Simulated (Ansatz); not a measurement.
Crystal: AgRh.

```
Ag Rh
1.0
     2.77759    0.00000    0.00000
    -1.38879    2.40546    0.00000
     0.00000    0.00000    4.80860
Ag Rh
1 1
Direct
  0.00000 0.00000 0.50000
  0.66667 0.33333 0.00000
```

The cell comes from a database or a generator and needn't be the stable form of this composition.

* Program: Ansatz 0.2.0
* Task: relaxation of cell and atoms
* Functional: HF
* Potentials or basis: Ansatz PAW
* Cutoff: 420 eV (not typed: the program's choice for these potentials)
* k mesh: 6 × 6 × 3
* Occupations: fermi-dirac, width 0.05 eV
* Spin: no spin polarisation

At the start: volume 16.06 Å³/atom.

Where does the relaxation end?

It ends after 5 steps and the volume is 16.51 Å³/atom (+2.8 %); space group P-6m2 (No. 187, to 0.05 Å).

The path:
```csv
step,energy change (eV),largest force (eV/Å),volume (Å³)
1,0.0000,0.0000,32.13
2,0.0000,0.0000,33.89
3,-0.0117,0.0000,33.10
4,-0.0120,0.0000,33.03
5,-0.0144,0.0000,33.03
```

Final structure:
```cif
data_structure
_symmetry_space_group_name_H-M 'P 1'
_symmetry_Int_Tables_number 1
_cell_length_a 2.7850
_cell_length_b 2.7850
_cell_length_c 4.9165
_cell_angle_alpha 90.000
_cell_angle_beta 90.000
_cell_angle_gamma 120.000
_cell_volume 33.03
loop_
_atom_site_label
_atom_site_type_symbol
_atom_site_fract_x
_atom_site_fract_y
_atom_site_fract_z
_atom_site_occupancy
Ag1 Ag 0.00000 0.00000 0.50000 1
Rh1 Rh 0.66667 0.33333 0.00000 1
```

Caveat: the k mesh is coarse (spacing up to 0.44 Å⁻¹), so the values aren't converged, least of all with exact exchange; the plane-wave basis is chosen anew once the cell has moved, so the energies of steps on either side of that aren't comparable; the pressure holds a Pulay correction of +0.5 GPa for the finite cutoff; the PAW data sets come from PBE, with cores solved anew for the run's functional, which leaves a small shift of forces and pressure.
